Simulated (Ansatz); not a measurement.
**The cluster As4O6+: the relaxed shape and its frontier levels**

What does the cluster As4O6+ look like as a doublet, and where do its frontier electrons sit?

Program: Ansatz 0.2.0, Gaussian basis. Level of theory: UKS PBE0-D4/def2-SVP. These are calculated values, not measurements.

Levels to be run: relaxation at r2SCAN-D4/def2-SVP; a single point at PBE0-D4/def2-SVP.

8 further runs of the same task are left out: 3 that didn't finish, 5 set aside as unsound or not needed. Runs told in other sessions of the task aren't counted.

## Step 1: The starting structure

10 atoms, charge 1, spin multiplicity 2.

Atoms are counted from 1 here; the program's logs count them from 0.

Bond lengths: As1–O5 1.746 Å, As1–O7 1.746 Å, As1–O9 1.827 Å, As2–O5 1.746 Å, As2–O6 1.746 Å, As2–O8 1.824 Å, As3–O6 1.747 Å, As3–O7 1.746 Å, As3–O10 1.826 Å, As4–O8 1.716 Å, As4–O9 1.716 Å, As4–O10 1.717 Å. Angles: O5–As1–O7 101.1°, O5–As1–O9 95.5°, O7–As1–O9 95.5°, O5–As2–O6 100.9°, O5–As2–O8 95.6°, O6–As2–O8 95.5°, O6–As3–O7 100.9°, O6–As3–O10 95.6°, O7–As3–O10 95.6°, O8–As4–O9 103.4°, O8–As4–O10 103.4°, O9–As4–O10 103.4°, As1–O5–As2 131.3°, As2–O6–As3 131.3°, As1–O7–As3 131.2°, As2–O8–As4 123.9°, As1–O9–As4 123.9°, As3–O10–As4 123.8°.

The ion is computed in the gas phase, without counter-ions or solvent.

The start is a GFN2-xTB geometry.

## Step 2: Optimising with r2SCAN-D4/def2-SVP

The input, in.yaml:

```yaml
crystal:
  periodic: [false, false, false]
  atoms:
    - {symbol: As, position_ang: [-0.993130, 1.690960, 0.088580]}
    - {symbol: As, position_ang: [-0.404370, -0.859230, -1.718150]}
    - {symbol: As, position_ang: [1.918490, 0.412780, 0.046750]}
    - {symbol: As, position_ang: [-0.461050, -1.098920, 1.397060]}
    - {symbol: O, position_ang: [-1.220150, 0.617400, -1.269170]}
    - {symbol: O, position_ang: [1.245670, -0.462860, -1.306710]}
    - {symbol: O, position_ang: [0.747560, 1.695190, 0.226280]}
    - {symbol: O, position_ang: [-0.765830, -1.743490, -0.164090]}
    - {symbol: O, position_ang: [-1.266470, 0.415560, 1.367600]}
    - {symbol: O, position_ang: [1.199270, -0.667380, 1.331840]}
basis:
  gaussian: {orbitals: def2-SVP}
total_charge: 1
magnetization: {spin_polarized: true, initial_magnetization: 1}
hamiltonian: {xc: r2scan, dispersion: d4}
scf: {lower_state_search: "off"}
output: {orbitals: {seedname: orbitals}}
relax: {f_tol: 0.03, max_steps: 70}
```

On the command line:

```sh
> ansatz run in.yaml --threads 4 --pin off --events-out ev --progress --plain --max-ram 6963MiB
```

Further steps of the session: Single point, PBE0-D4/def2-SVP.

Before running them: what should the planned runs give, taken together? Wanted: point group; commonest bond; HOMO, LUMO at PBE0-D4/def2-SVP; ⟨S²⟩.

The runs gave:

| quantity | value |
| --- | --- |
| point group | C3v |
| commonest bond | As–O, 12 of mean length 1.798 Å |
| HOMO, LUMO at PBE0-D4/def2-SVP (over both spins) | -13.30, -10.69 eV |
| ⟨S²⟩ | 0.754 |

**Reading.** The molecule keeps its bonding pattern by the stored test; the atoms moved 0.05 Å (rms). No usable vibrations, so a minimum isn't proven. Whether this spin is the lowest isn't tested here.
